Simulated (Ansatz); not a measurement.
**SnH₄O₂: ionisation energy by level of theory**

The task here is to estimate one member of a computed series from the others.

Method: unrestricted cation, the program's frozen cores in correlated methods; program: Ansatz 0.2.0, Gaussian basis.

The runs, in order: UKS PBE-D4/def2-TZVPP; UKS r2SCAN-D4/def2-TZVPP; UKS PBE0-D4/def2-TZVPP; UKS B3LYP-D4/def2-TZVPP; UKS wB97X-V/def2-TZVPP; UKS wB97M-V/def2-TZVPP; UKS B2PLYP/def2-TZVPP; UHF-CCSD(T)/def2-TZVPP; UHF-MP2/def2-QZVPP; extrapolation to the limit; then −ε(HOMO) from the neutral's earlier runs with LDA (SPW92), PBE-D4, revPBE-D4, BLYP-D4, r2SCAN-D4, B97M-V, PBE0-D4, B3LYP-D4, r2SCANh-D4, r2SCAN0-D4, HSE06-D4, BHLYP-D4, CAM-B3LYP-D4, LC-ωPBE, ωB97X-V, ωB97M-V.

## Structure used throughout

The geometry comes from an earlier relaxation with PBE0-D4 in a triple-zeta def2 set; it is a stationary point, not always the lowest conformer. Sn takes the def2 core potential; no spin-orbit term is included.

SMILES `[OH][SnH2][OH]`, 7 atoms, charge 0, spin multiplicity 1.

Atoms are counted from 1 here; the program's logs count them from 0.

Bond lengths: O1–Sn2 1.962 Å, O1–H4 0.960 Å, Sn2–O3 1.962 Å, Sn2–H5 1.700 Å, Sn2–H6 1.699 Å, O3–H7 0.960 Å. Angles: Sn2–O1–H4 113.3°, O1–Sn2–O3 107.3°, O1–Sn2–H5 111.7°, O1–Sn2–H6 103.5°, O3–Sn2–H5 103.5°, O3–Sn2–H6 111.7°, H5–Sn2–H6 118.8°, Sn2–O3–H7 113.3°.

The first run:

in.yaml

```yaml
crystal:
  periodic: [false, false, false]
  atoms:
    - {symbol: O, position_ang: [-1.547418, -0.509612, -0.413721]}
    - {symbol: Sn, position_ang: [-0.003180, 0.529832, 0.206386]}
    - {symbol: O, position_ang: [1.588616, -0.593300, -0.027168]}
    - {symbol: H, position_ang: [-1.491796, -0.756300, -1.339820]}
    - {symbol: H, position_ang: [0.301186, 1.864357, -0.800952]}
    - {symbol: H, position_ang: [-0.343036, 0.804181, 1.848780]}
    - {symbol: H, position_ang: [1.556828, -1.407258, 0.480794]}
basis:
  gaussian: {orbitals: def2-TZVPP}
total_charge: 1
magnetization: {spin_polarized: true, initial_magnetization: 1}
hamiltonian: {xc: pbe, dispersion: d4}
```

Started as:

```sh
ansatz run in.yaml --threads 4 --pin off --events-out ev --progress --plain --max-ram 10444MiB
```

Steps of the session up to this table: Cation, UKS PBE-D4/def2-TZVPP; Cation, UKS r2SCAN-D4/def2-TZVPP; Cation, UKS PBE0-D4/def2-TZVPP; Cation, UKS B3LYP-D4/def2-TZVPP; Cation, UKS wB97X-V/def2-TZVPP; Cation, UKS wB97M-V/def2-TZVPP; Cation, UKS B2PLYP (frozen core)/def2-TZVPP; Cation, UHF-CCSD(T)/def2-TZVPP; Cation, UHF-MP2/def2-QZVPP.

One table of the session follows, with a row left open; its other results are not shown here.

It belongs to the step «Ionisation energies side by side». Orbital estimates, from the neutral's runs:

| functional | −ε(HOMO) (eV) |
| --- | --- |
| LDA (SPW92) | 7.01 |
| PBE-D4 | 6.83 |
| revPBE-D4 | 6.76 |
| BLYP-D4 | 6.74 |
| r2SCAN-D4 | 7.20 |
| B97M-V | 7.31 |
| PBE0-D4 | ? |
| B3LYP-D4 | 8.24 |
| r2SCANh-D4 | 7.83 |
| r2SCAN0-D4 | 8.78 |
| HSE06-D4 | 8.09 |
| BHLYP-D4 | 10.11 |
| CAM-B3LYP-D4 | 9.99 |
| LC-ωPBE | 11.36 |
| ωB97X-V | 11.01 |
| ωB97M-V | 10.94 |

Q: Estimate the row for PBE0-D4 from the others.

As computed: −ε(HOMO) (eV): 8.50. In the column «−ε(HOMO) (eV)» it lies between B3LYP-D4 (8.24) and r2SCAN0-D4 (8.78).
